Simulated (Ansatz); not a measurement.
# C: a single-point run

Aim: a sound single-point run of C. The structure is shown as the input types it.

Method: density functional or hybrid calculation with the settings of its input, plane waves, in Ansatz 0.2.0.

2 further runs of the same task are left out: 1 for a known fault of the program, 1 that didn't finish.

**1. The system as given**

Symmetry: Fd-3m, No. 227, cubic system. Conventional cell: a = 3.560 Å, b = 3.560 Å, c = 3.560 Å, α = 90.00°, β = 90.00°, γ = 90.00°. Around C (site symmetry -43m) lie 4 C at 1.54 Å.

As a file:

```cif
data_structure
_symmetry_space_group_name_H-M 'Fd-3m:1'
_symmetry_Int_Tables_number 227
_cell_length_a 3.5602
_cell_length_b 3.5602
_cell_length_c 3.5602
_cell_angle_alpha 90.000
_cell_angle_beta 90.000
_cell_angle_gamma 90.000
_cell_volume 45.13
loop_
_atom_site_label
_atom_site_type_symbol
_atom_site_symmetry_multiplicity
_atom_site_Wyckoff_symbol
_atom_site_fract_x
_atom_site_fract_y
_atom_site_fract_z
_atom_site_occupancy
C1 C 8 b 0.00000 0.00000 0.50000 1
```

**2. Running it**

Contents of input.yaml:

```yaml
crystal:
  lattice:
    - [0.0, 1.7801241426, 1.7801241426]
    - [1.7801241426, 0.0, 1.7801241426]
    - [1.7801241426, 1.7801241426, 0.0]
  atoms:
    - { symbol: C, position: [0.0, 0.0, 0.0] }
    - { symbol: C, position: [0.25, 0.25, 0.25] }
kpoints:
  mp_grid: { grid: [8, 8, 8] }
hamiltonian:
  xc: pbe
scf:
  occupations: { method: gaussian, width: 4 }
  n_extra_bands: 4
output:
  forces: true
  stress: true
  eigenvalues: true
```

The run is started by

```bash
$ ansatz run input.yaml --threads 4 --pin off --max-ram 3686MiB --backend cpu --events-out ev --progress --plain --runs-dir out
```

**Question.** How will this run end, and is anything wrong with its input?

The run converged and reported no error. Convergence says nothing about whether the input makes sense.

In the input, scf.occupations.width is 4. Occupations are smeared over electronvolts, wider than many features of the bands.

To check: set scf.occupations.width to 0.05.
